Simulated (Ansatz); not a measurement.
# CAM-B3LYP/STO-3G run of CSe (SMILES [C][Se])

Aim: the electronic atomisation energy of CSe at CAM-B3LYP/STO-3G, from 3 runs. 

The calculation is run with Ansatz 0.2.0.

47 further runs of the same task are left out: 17 that didn't finish, 30 set aside as unsound or not needed.

### Step 1. The molecule

The species is CSe (2 atoms), meant as a singlet with charge 0. SMILES: `[C][Se]`. The coordinates come from a PBE0-D4/def2-TZVP relaxation.

Bond lengths: C1–Se2 1.671 Å.

### Step 2. The energy at CAM-B3LYP/STO-3G

Input file in.yaml:

```yaml
crystal:
  periodic: [false, false, false]
  atoms:
    - {symbol: C, position_ang: [0.000000, 0.000000, -0.008520]}
    - {symbol: Se, position_ang: [-0.000000, -0.000000, 1.662780]}
basis:
  gaussian: {orbitals: STO-3G}
accuracy: high
hamiltonian: {xc: {name: CAM-B3LYP}}
```

Command:

```bash
$ ansatz run in.yaml --threads 1 --pin off --max-ram 3480MiB --events-out events.jsonl --progress --plain --runs-dir runs
```

Log:

```text
Warning: RAYON_NUM_THREADS=1 ignored (pool sized by the plan → 1); use --threads N
Functional definition: CAM-B3LYP
  name "CAM-B3LYP"
  parameter alpha = 0.19
  parameter beta = 0.46
  parameter omega = 0.33/bohr
  parameter ac = 0.81
  exchange = (1 - alpha - beta)*b88_x + beta*b88_x_sr(omega) + alpha*exact_x + beta*exact_x_lr(omega)
  correlation = (1 - ac)*vwn5_c + ac*lyp_c
300 factors; integrals over basis functions are off by at most 1.0e-8 eV
104 factors; integrals over basis functions are off by at most 7.4e-10 eV
mean field evaluation 1: about -65645.0260 eV, gradient 1.1e1 eV
mean field evaluation 2: about -65643.7376 eV, gradient 2.4e1 eV
mean field evaluation 4: about -65645.4563 eV, gradient 7.4e-2 eV
mean field evaluation 8: about -65645.4457 eV, gradient 2.5e-4 eV
mean field evaluation 16: about -65645.4457 eV, gradient 5.5e-8 eV
mean field -65645.44568908 eV, -2412.4256329925 hartree, gradient 5.5e-8 eV, S^2 0.000000; 0 other end points of the search recorded, 0 dependent functions left out
reference -65645.44569878 eV, -2412.4256333490 hartree; 20, 20 occupied and 3, 3 virtual orbitals, 300 factors
Total energy: -65645.44569878 eV, -2412.4256333490 hartree
```

Wall time 0.46 s (1 thread of Intel Xeon 6975P-C (Granite Rapids), shared host).

### Step 3. The C atom at the same level

Input file run.yaml:

```yaml
crystal:
  periodic: [false, false, false]
  atoms:
    - symbol: C
      position_ang: [0.000000, 0.000000, 0.000000]
basis:
  gaussian:
    orbitals: STO-3G
magnetization:
  spin_polarized: true
  initial_magnetization: 2
hamiltonian:
  xc: {name: CAM-B3LYP}
accuracy: high
```

Run the same way, it converges to -37.32769 Eh (log not shown).

### Step 4. The Se atom

Input file job.yaml:

```yaml
basis:
  gaussian:
    orbitals: STO-3G
crystal:
  periodic: [false, false, false]
  atoms:
    - {symbol: Se, position_ang: [0.000000, 0.000000, 0.000000]}
magnetization:
  spin_polarized: true
  initial_magnetization: 2
hamiltonian:
  xc: {name: CAM-B3LYP}
accuracy: high
```

Command:

```bash
$ ansatz run job.yaml --threads 1 --pin off --max-ram 3480MiB --events-out events.jsonl --progress --plain --runs-dir runs
```

Log, cut to the lines that bear on the results:

```text
Warning: RAYON_NUM_THREADS=1 ignored (pool sized by the plan → 1); use --threads N
[... 8 set-up lines as earlier in the session ...]
138 factors; integrals over basis functions are off by at most 4.8e-9 eV
52 factors; integrals over basis functions are off by at most 8.6e-10 eV
mean field evaluation 1: about -64623.1669 eV, gradient 2.8e-1 eV
mean field evaluation 2: about -64623.1670 eV, gradient 9.7e-3 eV
mean field evaluation 4: about -64623.1701 eV, gradient 4.3e-6 eV
mean field evaluation 8: about -64623.1701 eV, gradient 6.4e-9 eV
mean field -64623.17007279 eV, -2374.8576970173 hartree, gradient 6.4e-9 eV, S^2 2.000000; 0 other end points of the search recorded, 0 dependent functions left out
reference -64623.17008181 eV, -2374.8576973485 hartree; 18, 16 occupied and 0, 2 virtual orbitals, 138 factors
Total energy: -64623.17008181 eV, -2374.8576973485 hartree
```

Run time: 0.38 s. Hardware: 1 thread of Intel Xeon 6975P-C (Granite Rapids), shared host.

### Step 5. What came out

Level: CAM-B3LYP/STO-3G.

```
                     quantity           value
       molecule: total energy  -2412.42563 Eh
         C atom: total energy    -37.32769 Eh
                 C atom: ⟨S²⟩           2.000
        Se atom: total energy  -2374.85770 Eh
                Se atom: ⟨S²⟩           2.000
electronic atomisation energy        6.537 eV
```

What this shows: Taking the molecule apart into free atoms costs 6.54 eV (631 kJ/mol), before zero-point energy and without spin-orbit coupling. In a minimal basis such a difference can be off by several eV, whatever the method.
